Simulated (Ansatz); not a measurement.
# LiGe− (triplet): the correlation ladder, aug-cc-pVDZ

The task here is to estimate one member of a computed series from the others.

Computed with Ansatz 0.2.0, Gaussian basis. Level: aug-cc-pVDZ, core rule «outside noble gas», up to 15 orbitals frozen.

Plan: UHF; CCSD(T) on ROHF; CCSD(T) on UHF; BCCD(T) on ROHF; CISD as a restricted active space (open shells left free, so some higher excitations enter); CCSDT(Q) on ROHF; CCSDT(Q) on UHF.

32 further runs of the same task are left out: 14 for a known fault of the program, 6 that didn't finish, 12 set aside as unsound or not needed. Runs told in other sessions of the task aren't counted.

### The system

The geometry is a PBE0/def2-TZVP stationary point (not a proven minimum) of the parent state, kept for this charge and spin. No spin-orbit coupling is included. The filled d shell of Ge may be among the frozen orbitals whatever the setting's name suggests.

2 atoms, charge -1, spin multiplicity 3.

Atoms are counted from 1 here; the program's logs count them from 0.

No contacts short enough for the rule that draws bonds.

Set-up of the first run:

in.yaml reads:

```yaml
crystal:
  periodic: [false, false, false]
  atoms:
    - {symbol: Ge, position_ang: [0.000000, 0.000000, 0.000000]}
    - {symbol: Li, position_ang: [0.000000, 0.000000, 2.497400]}
basis:
  gaussian: {orbitals: aug-cc-pVDZ}
total_charge: -1
magnetization: {spin_polarized: true, initial_magnetization: 2}
hamiltonian: {xc: hf}
output: {orbitals: {seedname: orbitals}}
```

Command:

```
$ ansatz run in.yaml --threads 1 --pin off --events-out ev --progress --plain --max-ram 2393MiB
```

Steps of the session up to this table: UHF; CCSD(T) on ROHF; CCSD(T) on UHF; BCCD(T) on ROHF; CISD as a restricted active space (open shells left free, so some higher excitations enter); CCSDT(Q) on ROHF; CCSDT(Q) on UHF.

One of the session's tables, all rows but one given; the rest of the session is left out.

It belongs to the step «Misses and costs». 

```
   method  from UCCSDT(Q) (meV)
     ROHF               +3392.8
      UHF               +2255.1
     RMP2                +929.0
     UMP2                +627.8
     CISD                +515.4
    RCCSD                +232.3
    UCCSD                +134.8
 RCCSD(T)                 +52.3
 UCCSD(T)                 +57.4
  BCCD(T)                 +65.1
   RCCSDT                 +30.1
   UCCSDT                     ?
RCCSDT(Q)                  +5.3
UCCSDT(Q)                     0
```

**Question.** Estimate the row for UCCSDT.

**Answer.** from UCCSDT(Q) (meV): +9.7. In the column «from UCCSDT(Q) (meV)» it lies between RCCSDT(Q) (+5.3) and RCCSDT (+30.1).

To keep in mind: The determinant of HF (⟨S²⟩ 2.94) is far from a pure spin state, so its energy mixes those of several spin states; that is harmless only where they are near-degenerate. The determinant of CCSD(T) (⟨S²⟩ 2.94) is far from a pure spin state, so its energy mixes those of several spin states; high orders of coupled cluster remove much of that, low ones don't. The determinant of CCSDT(Q) (⟨S²⟩ 2.94) is far from a pure spin state, so its energy mixes those of several spin states; high orders of coupled cluster remove much of that, low ones don't. Restricted and unrestricted rows rest on different reference determinants; a gap between their highest levels can come from leftover correlation error, from unlike frozen cores or from another state.
